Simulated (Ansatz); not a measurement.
# Cr (Cr, dhcp): the cost of one run

Program: Ansatz 0.2.0. Level of theory: DFT PBEsol, plane waves (420 eV) with PAW, scalar-relativistic; PBE-made PAW files. These are calculated values, not measurements.

### 1 The starting structure

It takes space group P6_3/mmc (No. 194, hexagonal). Conventional cell: a = 2.569 Å, b = 2.569 Å, c = 8.391 Å, α = 90.00°, β = 90.00°, γ = 120.00°. Cr (site symmetry -3m) is surrounded by 12 Cr at 2.57 Å. Cr (site symmetry -6m2) is surrounded by 12 Cr at 2.57 Å.

Structure file:

```cif
data_structure
_symmetry_space_group_name_H-M 'P 1'
_symmetry_Int_Tables_number 1
_cell_length_a 2.5693
_cell_length_b 2.5693
_cell_length_c 8.3912
_cell_angle_alpha 90.000
_cell_angle_beta 90.000
_cell_angle_gamma 120.000
_cell_volume 47.97
loop_
_atom_site_label
_atom_site_type_symbol
_atom_site_fract_x
_atom_site_fract_y
_atom_site_fract_z
_atom_site_occupancy
Cr1 Cr 0.00000 0.00000 0.00000 1
Cr2 Cr 0.00000 0.00000 0.50000 1
Cr3 Cr 0.33333 0.66667 0.25000 1
Cr4 Cr 0.66667 0.33333 0.75000 1
```

The atoms start with moments of +1.5 ×2, -1.5 ×2 μB.

### 2 Relaxation of the cell

input.yaml

```yaml
crystal:
  lattice:
    - [2.569259227, 0.0, 0.0]
    - [-1.2846296135, 2.2250437595, 0.0]
    - [0.0, 0.0, 8.3912006354]
  atoms:
    - { symbol: Cr, position: [0.0, 0.0, 0.0], spin: 1.5 }
    - { symbol: Cr, position: [0.0, 0.0, 0.5], spin: 1.5 }
    - { symbol: Cr, position: [0.3333333333, 0.6666666667, 0.25], spin: -1.5 }
    - { symbol: Cr, position: [0.6666666667, 0.3333333333, 0.75], spin: -1.5 }
hamiltonian:
  xc: pbesol
  pseudopotentials:
    kind: paw
    azcp:
      Cr: "pseudopotentials/Cr.paw.azcp"
basis:
  ecutwfc: 420
  fft_grid_basis: typed
kpoints:
  mp_grid: { grid: [14, 14, 4], shift: [0, 0, 0] }
magnetization:
  spin_polarized: true
scf:
  occupations: { method: fermi_dirac, width: 0.05 }
relax:
  max_steps: 60
  f_tol: 0.01
  cell: {}
output:
  write_density: true
  write_potential: true
  elf: true
  volumetric_format: npy
```

Q: Estimate wall time and peak memory on 2 threads of Arm Neoverse V1, shared host.

About 92 s, with a peak of 0.49 GiB.
